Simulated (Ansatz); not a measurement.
Working through an equation of state with a fit of ZnPt3, space group Pm-3m

Computed with the Python package of Ansatz (0.2.0).

Notebook, run cell by cell (the value of a cell's last expression is shown):

**Cell 1**
```python
import warnings

import ansatz as az
import numpy as np
from pymatgen.analysis.eos import EOS

VECTORS = np.array([
    [3.893, 0.0, 0.0],
    [0.0, 3.893, 0.0],
    [0.0, 0.0, 3.893],
])
SITES = [
    ("Zn", (0.0, 0.0, 0.0)),
    ("Pt", (0.0, 0.5, 0.5)),
    ("Pt", (0.5, 0.0, 0.5)),
    ("Pt", (0.5, 0.5, 0.0)),
]
```

**Cell 2**
```python
def on_lattice(cell):
    crystal = az.Crystal(lattice=az.Lattice.of(cell))
    for symbol, position in SITES:
        crystal = crystal.atom(symbol, position)
    return crystal

warnings.simplefilter("ignore", az.DeckWarning)
```

**Cell 3**
```python
volumes, energies, pressures = [], [], []
for scale in np.linspace(0.92, 1.08, 7):
    cell = VECTORS * scale ** (1 / 3)
    setup = (
        on_lattice(cell).calculation()
        .functional("pbesol")
        .occupations("fermi_dirac")
        .basis(500)
        .kpoints(6, 6, 6)
        .stress()
    )
    report = setup.run(threads=1).report
    volumes.append(abs(np.linalg.det(cell)) / len(SITES))
    energies.append(report["free_energy_ev"] / len(SITES))
    pressures.append(np.trace(report["stress_gpa"]) / 3)
    print(f"V = {volumes[-1]:8.4f} A^3/atom  F = {energies[-1]:.5f} eV/atom  P = {pressures[-1]:8.3f} GPa")
```
Output:
```text
V =  13.5700 A^3/atom  F = -10108.36965 eV/atom  P =   20.539 GPa
V =  13.9634 A^3/atom  F = -10108.40834 eV/atom  P =   11.236 GPa
V =  14.3567 A^3/atom  F = -10108.42601 eV/atom  P =    3.382 GPa
V =  14.7500 A^3/atom  F = -10108.42595 eV/atom  P =   -3.240 GPa
V =  15.1434 A^3/atom  F = -10108.41095 eV/atom  P =   -8.814 GPa
V =  15.5367 A^3/atom  F = -10108.38340 eV/atom  P =  -13.494 GPa
V =  15.9300 A^3/atom  F = -10108.34533 eV/atom  P =  -17.411 GPa
```

**Cell 4**
```python
for form in ["birch_murnaghan", "murnaghan", "pourier_tarantola"]:
    fit = EOS(eos_name=form).fit(volumes, energies)
    print(f"{form:18s} V0 {fit.v0:8.4f} A^3/atom  B0 {fit.b0_GPa:7.1f} GPa  B1 {fit.b1:5.2f}")
```
Output:
```text
birch_murnaghan    V0  14.5490 A^3/atom  B0   244.9 GPa  B1  5.35
murnaghan          V0  14.5485 A^3/atom  B0   244.0 GPa  B1  5.42
pourier_tarantola  V0  14.5497 A^3/atom  B0   245.9 GPa  B1  5.26
```

A third-order Birch-Murnaghan fit through the 7 points has its minimum at 14.55 Å³ an atom, 1.4 % below the typed cell, with a bulk modulus of 245 GPa and dB/dP = 5.4. From that minimum the energy rises by 58.4 meV an atom on the compressed side and 82.7 meV on the expanded side.

Reading the output:
- Total energies depend on the potentials; only differences at equal settings carry meaning.
- For a metal this k-point mesh is coarse: on a finer one energies can move by several to tens of meV an atom and pressures by half a GPa or more, differences at one mesh by less.
- Pressure is positive in compression.
- Spin-orbit coupling, which matters for elements this heavy, is left out.
- The structure is a deposited one; some such entries were measured under pressure or heat, so a shift against it needn't be the functional's error alone.
- Finished in 27 s on 1 thread of Arm Neoverse V1, with other jobs on the host, peak memory 0.51 GiB.
